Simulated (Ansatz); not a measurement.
# Ge: energy and stress against strain

The task, for Ge: see how energy and stress answer to the strain pattern (1, -1, 0, 0, 0, 0).

Method: DFT r2SCAN, scalar-relativistic, plane waves, PAW, in Ansatz 0.2.0.

1 further run of the same task is left out (set aside as unsound or not needed). Runs told in other sessions of the task aren't counted.

### Step 1. Starting point

The structure is cubic, space group Ia-3 (No. 206). The conventional cell has a = 6.968 Å, b = 6.968 Å, c = 6.968 Å, α = 90.00°, β = 90.00°, γ = 90.00°. Ge (site symmetry 3) is surrounded by 4 Ge at 2.43 to 2.51 Å.

Coordinates:

```xyz
8
Lattice="-3.4842 3.4842 3.4842 3.4842 -3.4842 3.4842 3.4842 3.4842 -3.4842" Properties=species:S:1:pos:R:3 pbc="T T T"
Ge    1.0414    4.5256   -1.0414
Ge   -1.0414    1.0414    4.5256
Ge    4.5256   -1.0414    1.0414
Ge    2.4428    2.4428    2.4428
Ge   -1.0414    2.4428    1.0414
Ge    1.0414   -1.0414    2.4428
Ge    2.4428    1.0414   -1.0414
Ge    1.0414    1.0414    1.0414
```

It goes back to an entry of the Materials Project, which need not be the stable form.

This cell was relaxed beforehand with the same method: volume 21.15 Å³/atom, gap on the mesh none (metal).

### Step 2. Zero of energy

The reference gives a free energy of -34421.9205 eV, pressure -0.01 GPa, largest force 0.015 eV/Å and gap on the mesh none (metal). It was computed beforehand with the settings of the runs below.

### Step 3. Next: energy and stress against strain

The cell is strained by ε times the Voigt pattern (1, -1, 0, 0, 0, 0) (xx, yy, zz, yz, xz, xy; engineering shear), with fractional coordinates fixed (clamped ions). The stress on the pattern is the sum of the stress components weighted by it, tension positive.

### Step 4. At ε = -0.0600

Input file input.yaml:

```yaml
crystal:
  lattice:
    - [-3.2751200632, 3.6932204968, 3.48417028]
    - [3.2751200632, -3.6932204968, 3.48417028]
    - [3.2751200632, 3.6932204968, -3.48417028]
  atoms:
    - { symbol: Ge, position: [0.5, 0.0, 0.79889908] }
    - { symbol: Ge, position: [0.79889908, 0.5, 0.0] }
    - { symbol: Ge, position: [0.0, 0.79889908, 0.5] }
    - { symbol: Ge, position: [0.70110092, 0.70110092, 0.70110092] }
    - { symbol: Ge, position: [0.5, 0.0, 0.20110092] }
    - { symbol: Ge, position: [0.20110092, 0.5, 0.0] }
    - { symbol: Ge, position: [0.0, 0.20110092, 0.5] }
    - { symbol: Ge, position: [0.29889908, 0.29889908, 0.29889908] }
basis:
  ecutwfc: 500
kpoints:
  mp_grid: { grid: [8, 8, 8] }
hamiltonian:
  xc: r2scan
scf:
  occupations: { method: gaussian, width: 0.15 }
output:
  forces: true
  stress: true
  eigenvalues: true
```

Command:

```sh
> ansatz run input.yaml --threads 2 --pin off --max-ram 5120MiB --backend cpu --events-out ev --progress --plain --runs-dir out
```

Log, shortened:

```text
Warning: RAYON_NUM_THREADS=2 ignored (pool sized by the plan → 2); use --threads N
[...]
Pseudopotentials: kind: paw
Pseudopotential: Ge, paw, valence charge 14, recommended cutoff 500 eV (meta_gga), Ge.paw.azcp
Functional definition: r2SCAN
[...]
Crystal: 8 atoms, lattice volume = 168.574 Å³
Basis set: ecut = 500 eV, 4219 PW (Γ), exchange–correlation on 180×180×180 points (64 copies of the dense FFT grid, shifted against one another)
Bands: 68, of which v1, the nominal top of the filled ones, is band 56 counted from 1 (55 counted from 0)
Symmetry: 8 space group operations
Space group: Ibca (ITA 73), of the structure as read, at distance tolerance 5.5e-5 Å
k-points: 95 of 512
[...]
SCF iter   1: F=—  HF=-34421.427567 eV  |F-HF|=—  |Δ(HF+E_count)|=         —  Δρ=7.36e-3  dr2=4.47e-2  dr2_τ=1.54e-2  ethr=1.77e-3  ⟨swp⟩=5.4  Hψ=22520  notcnv=0  defer=2
[...]
SCF iter   7: F=-34421.469117 eV  HF=-34421.469117 eV  |F-HF|=2.17e-8  |Δ(HF+E_count)|=   4.68e-7  Δρ=5.36e-6  dr2=8.29e-8  dr2_τ=5.62e-10  ethr=8.93e-11  ⟨swp⟩=7.9  Hψ=30389  notcnv=0
[...]
SCF converged after 7 iterations
Free energy (F): -34421.469117 eV
[...]
E sigma→0 (E₀):  -34421.462400 eV
Entropy (-TS):   -0.013435 eV (-1.679 meV/atom)
Fermi energy:    9.331431 eV
[...]
--- Forces (eV/Å), atoms counted from 1 ---
  atom   1  Ge     0.10634647    -0.37839779    -0.15619886
  atom   2  Ge    -0.10634647    -0.37839779     0.15619886
  atom   3  Ge     0.10634647     0.37839779     0.15619886
  atom   4  Ge    -0.10634647     0.37839779    -0.15619886
  atom   5  Ge    -0.10634647     0.37839779     0.15619886
  atom   6  Ge     0.10634647     0.37839779    -0.15619886
  atom   7  Ge    -0.10634647    -0.37839779    -0.15619886
  atom   8  Ge     0.10634647    -0.37839779     0.15619886
[...]
--- Stress (GPa, compression-positive) ---
        7.622751       0.000000       0.000000
        0.000000      -5.885316       0.000000
        0.000000       0.000000       1.176995
  P = ⅓ Tr σ = 0.9715 GPa (9.715 kbar)
--- Band table (eV; the first three rows and the last of 95) ---
[...]
```

Wall time 46 s (2 threads of Arm Neoverse V2, shared host); peak memory 1.4 GiB.

### Step 5. At ε = 0.0450

Edit input.yaml of step 4 so:

```diff
@@ -2,5 +2,5 @@
   lattice:
-    - [-3.2751200632, 3.6932204968, 3.48417028]
-    - [3.2751200632, -3.6932204968, 3.48417028]
-    - [3.2751200632, 3.6932204968, -3.48417028]
+    - [-3.6409579426, 3.3273826174, 3.48417028]
+    - [3.6409579426, -3.3273826174, 3.48417028]
+    - [3.6409579426, 3.3273826174, -3.48417028]
   atoms:
```

Command:

```sh
> ansatz run input.yaml --threads 2 --pin off --max-ram 5120MiB --backend cpu --events-out ev --progress --plain --runs-dir out
```

Log, shortened:

```text
[...]
SCF converged after 7 iterations
Free energy (F): -34421.654557 eV
[...]
E sigma→0 (E₀):  -34421.650103 eV
Entropy (-TS):   -0.008909 eV (-1.114 meV/atom)
Fermi energy:    9.316823 eV
[...]
--- Forces (eV/Å), atoms counted from 1 ---
  atom   1  Ge    -0.11770867     0.29522278     0.26230853
  atom   2  Ge     0.11770867     0.29522278    -0.26230853
  atom   3  Ge    -0.11770867    -0.29522278    -0.26230853
  atom   4  Ge     0.11770867    -0.29522278     0.26230853
  atom   5  Ge     0.11770867    -0.29522278    -0.26230853
  atom   6  Ge    -0.11770867    -0.29522278     0.26230853
  atom   7  Ge     0.11770867     0.29522278     0.26230853
  atom   8  Ge    -0.11770867     0.29522278    -0.26230853
[...]
--- Stress (GPa, compression-positive) ---
       -5.070553      -0.000000      -0.000000
       -0.000000       6.091410       0.000000
       -0.000000       0.000000       0.664300
  P = ⅓ Tr σ = 0.5617 GPa (5.617 kbar)
--- Band table (eV; the first three rows and the last of 95) ---
[...]
```

It took 48 s on 2 threads of Arm Neoverse V2, shared host; peak memory 1.4 GiB.

### Step 6. Point ε = -0.0300

Edit input.yaml of step 5 so:

```diff
@@ -2,5 +2,5 @@
   lattice:
-    - [-3.6409579426, 3.3273826174, 3.48417028]
-    - [3.6409579426, -3.3273826174, 3.48417028]
-    - [3.6409579426, 3.3273826174, -3.48417028]
+    - [-3.3796451716, 3.5886953884, 3.48417028]
+    - [3.3796451716, -3.5886953884, 3.48417028]
+    - [3.3796451716, 3.5886953884, -3.48417028]
   atoms:
```

Command:

```sh
> ansatz run input.yaml --threads 2 --pin off --max-ram 5120MiB --backend cpu --events-out ev --progress --plain --runs-dir out
```

Log, shortened:

```text
Warning: RAYON_NUM_THREADS=2 ignored (pool sized by the plan → 2); use --threads N
[...]
[... 3 set-up lines as earlier in the session ...]
[...]
Crystal: 8 atoms, lattice volume = 169.031 Å³
Basis set: ecut = 500 eV, 4241 PW (Γ), exchange–correlation on 180×180×180 points (64 copies of the dense FFT grid, shifted against one another)
Bands: 68, of which v1, the nominal top of the filled ones, is band 56 counted from 1 (55 counted from 0)
[... 2 set-up lines as earlier in the session ...]
k-points: 95 of 512
[...]
SCF iter   1: F=—  HF=-34421.764982 eV  |F-HF|=—  |Δ(HF+E_count)|=         —  Δρ=7.42e-3  dr2=4.55e-2  dr2_τ=1.53e-2  ethr=1.77e-3  ⟨swp⟩=5.5  Hψ=22506  notcnv=0  defer=1
[...]
SCF iter   7: F=-34421.804888 eV  HF=-34421.804888 eV  |F-HF|=2.66e-8  |Δ(HF+E_count)|=   5.31e-7  Δρ=4.74e-6  dr2=5.88e-8  dr2_τ=4.34e-10  ethr=8.93e-11  ⟨swp⟩=8.1  Hψ=30386  notcnv=0
[...]
SCF converged after 7 iterations
Free energy (F): -34421.804888 eV
[...]
E sigma→0 (E₀):  -34421.800178 eV
Entropy (-TS):   -0.009420 eV (-1.178 meV/atom)
Fermi energy:    9.321446 eV
[...]
--- Forces (eV/Å), atoms counted from 1 ---
  atom   1  Ge     0.05226735    -0.19432930    -0.09105739
  atom   2  Ge    -0.05226735    -0.19432930     0.09105739
  atom   3  Ge     0.05226735     0.19432930     0.09105739
  atom   4  Ge    -0.05226735     0.19432930    -0.09105739
  atom   5  Ge    -0.05226735     0.19432930     0.09105739
  atom   6  Ge     0.05226735     0.19432930    -0.09105739
  atom   7  Ge    -0.05226735    -0.19432930    -0.09105739
  atom   8  Ge     0.05226735    -0.19432930     0.09105739
[...]
--- Stress (GPa, compression-positive) ---
        3.836131       0.000000       0.000000
        0.000000      -3.423293       0.000000
        0.000000       0.000000       0.265627
  P = ⅓ Tr σ = 0.2262 GPa (2.262 kbar)
--- Band table (eV; the first three rows and the last of 95) ---
[...]
```

It took 48 s on 2 threads of Arm Neoverse V2, shared host; peak memory 1.4 GiB.

### Step 7. Point ε = 0.0150

Edit input.yaml of step 6 so:

```diff
@@ -2,5 +2,5 @@
   lattice:
-    - [-3.3796451716, 3.5886953884, 3.48417028]
-    - [3.3796451716, -3.5886953884, 3.48417028]
-    - [3.3796451716, 3.5886953884, -3.48417028]
+    - [-3.5364328342, 3.4319077258, 3.48417028]
+    - [3.5364328342, -3.4319077258, 3.48417028]
+    - [3.5364328342, 3.4319077258, -3.48417028]
   atoms:
```

Command:

```sh
> ansatz run input.yaml --threads 2 --pin off --max-ram 5120MiB --backend cpu --events-out ev --progress --plain --runs-dir out
```

Log, shortened:

```text
Warning: RAYON_NUM_THREADS=2 ignored (pool sized by the plan → 2); use --threads N
[...]
[... 3 set-up lines as earlier in the session ...]
[...]
Crystal: 8 atoms, lattice volume = 169.145 Å³
Basis set: ecut = 500 eV, 4245 PW (Γ), exchange–correlation on 180×180×180 points (64 copies of the dense FFT grid, shifted against one another)
Bands: 68, of which v1, the nominal top of the filled ones, is band 56 counted from 1 (55 counted from 0)
[... 2 set-up lines as earlier in the session ...]
k-points: 95 of 512
[...]
SCF iter   1: F=—  HF=-34421.851930 eV  |F-HF|=—  |Δ(HF+E_count)|=         —  Δρ=7.42e-3  dr2=4.53e-2  dr2_τ=1.53e-2  ethr=1.77e-3  ⟨swp⟩=5.6  Hψ=22537  notcnv=0
[...]
SCF iter   7: F=-34421.891175 eV  HF=-34421.891175 eV  |F-HF|=2.80e-8  |Δ(HF+E_count)|=   5.52e-7  Δρ=4.55e-6  dr2=5.13e-8  dr2_τ=3.85e-10  ethr=8.93e-11  ⟨swp⟩=8.1  Hψ=29831  notcnv=0
[...]
SCF converged after 7 iterations
Free energy (F): -34421.891175 eV
[...]
E sigma→0 (E₀):  -34421.885803 eV
Entropy (-TS):   -0.010744 eV (-1.343 meV/atom)
Fermi energy:    9.338050 eV
[...]
--- Forces (eV/Å), atoms counted from 1 ---
  atom   1  Ge    -0.04698431     0.09083964     0.07869562
  atom   2  Ge     0.04698431     0.09083964    -0.07869562
  atom   3  Ge    -0.04698431    -0.09083964    -0.07869562
  atom   4  Ge     0.04698431    -0.09083964     0.07869562
  atom   5  Ge     0.04698431    -0.09083964    -0.07869562
  atom   6  Ge    -0.04698431    -0.09083964     0.07869562
  atom   7  Ge     0.04698431     0.09083964     0.07869562
  atom   8  Ge    -0.04698431     0.09083964    -0.07869562
[...]
--- Stress (GPa, compression-positive) ---
       -1.808435      -0.000000      -0.000000
       -0.000000       1.902137       0.000000
       -0.000000       0.000000       0.060958
  P = ⅓ Tr σ = 0.0516 GPa (0.516 kbar)
--- Band table (eV; the first three rows and the last of 95) ---
[...]
```

Run time: 49 s. Hardware: 2 threads of Arm Neoverse V2, shared host; peak memory 1.4 GiB.

### Step 8. All points together

The scan, with free energies counted from the undisturbed cell:

| ε | ΔE (meV/atom) | stress on the pattern (GPa) | pressure (GPa) |
| --- | --- | --- | --- |
| -0.0600 | 56.4 | -13.51 | 1.0 |
| -0.0300 | 14.4 | -7.26 | 0.2 |
| 0.0000 | 0.0 | 0.00 | 0.0 |
| 0.0150 | 3.7 | 3.71 | 0.1 |
| 0.0450 | 33.2 | 11.16 | 0.6 |

### Step 9. Outcome

```
                                                              quantity    value
slope of the stress at ε = 0, from the points at -0.0300, 0 and 0.0150  246 GPa
```

The slope of the stress at zero strain, 246 GPa, estimates C11 + C22 − 2 C12 with clamped ions in this Cartesian frame; letting the atoms relax could not make it stiffer. The step is wide, so higher orders mix in. The undisturbed cell stays the lowest of the sampled points.
